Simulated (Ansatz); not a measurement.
# Bismuth, hcp under r²SCAN: structure, energy and stiffness

What does r²SCAN give for bismuth in the hcp structure? We relax it, solve it on a dense k-mesh, switch on spin-orbit coupling, then scale the cell to 7 volumes from 88 to 112 % of the relaxed one and try a fit of the equation of state. The k-meshes are 10×10×6 for the relaxation; 17×17×9 for the dense run; 10×10×6 for spin-orbit coupling; 12×12×6 for the volumes.

Computed with Ansatz 0.2.0 (DFT r2SCAN, plane waves (500 eV) with PAW, scalar-relativistic; PAW files made under PBE, frozen cores solved again for the functional, unless a step says otherwise).

## (1) The starting structure

Symmetry: P6_3/mmc, No. 194, hexagonal system. Conventional cell: a = 3.558 Å, b = 3.558 Å, c = 5.810 Å, α = 90.00°, β = 90.00°, γ = 120.00°. Around Bi (site symmetry -6m2) lie 12 Bi at 3.56 Å.

As a file:

```xyz
2
Lattice="3.5580 0.0000 0.0000 -1.7790 3.0813 0.0000 0.0000 0.0000 5.8102" Properties=species:S:1:pos:R:3 pbc="T T T"
Bi    0.0000    2.0542    1.4525
Bi    1.7790    1.0271    4.3576
```

## (2) Relaxation of the cell

input.yaml reads:

```yaml
crystal:
  lattice:
    - [3.5579831475, 0.0, 0.0]
    - [-1.7789915738, 3.081303792, 0.0]
    - [0.0, 0.0, 5.8101864799]
  atoms:
    - { symbol: Bi, position: [0.3333333333, 0.6666666667, 0.25] }
    - { symbol: Bi, position: [0.6666666667, 0.3333333333, 0.75] }
hamiltonian:
  xc: r2scan
  pseudopotentials:
    kind: paw
    azcp:
      Bi: "pseudopotentials/Bi.paw.azcp"
basis:
  ecutwfc: 500
  fft_grid_basis: typed
kpoints:
  mp_grid: { grid: [10, 10, 6], shift: [0, 0, 0] }
magnetization:
  spin_polarized: false
scf:
  occupations: { method: fermi_dirac, width: 0.1 }
relax:
  max_steps: 60
  f_tol: 0.01
  cell: {}
output:
  write_density: true
  write_potential: true
  elf: true
  volumetric_format: npy
```

Run with:

```bash
ansatz run input.yaml --threads 1 --pin off --max-ram 3584MiB --backend cpu --events-out ev --progress --plain --runs-dir out
```

The runs that follow: Single point on a dense mesh; Spin-orbit coupling switched on; Equation of state: 88 %; Equation of state: 92 %; Equation of state: 96 %; Equation of state: 100 %; Equation of state: 104 %; Equation of state: 108 %; Equation of state: 112 %.

What does the calculation give? Wanted: space group; conventional cell; volume; shortest distance; gap on the mesh; relative to A7 rhombohedral; V₀, B₀, B₀′.

As calculated:

| quantity | value |
| --- | --- |
| space group (spins left aside) | P6_3/mmc (No. 194) |
| conventional cell | a = 3.524 Å, c = 5.798 Å (c/a = 1.645) |
| volume | 31.171 Å³/atom |
| shortest distance | 3.524 Å |
| gap on the mesh | none (levels filled in part) |
| relative to A7 rhombohedral | +255 meV/atom |
| V₀, B₀, B₀′ | 31.077 Å³/atom, 56 GPa, 4.5 |

The relaxation shrank the cell by 2.1 % in volume. It lies 255 meV/atom above the element's reference form at the same level (A7 rhombohedral, from a run of its own), so it is far from stable. Levels at the Fermi energy are filled in part, as in a metal. Totals with and without spin-orbit coupling (+33.6 eV/atom apart) can't be read as binding, since the two-component data shift the zero of energy. B₀ comes out at 56 GPa; letting shape and positions relax at each volume could only lower it. Relaxation kept the symmetry; phonons were not checked.
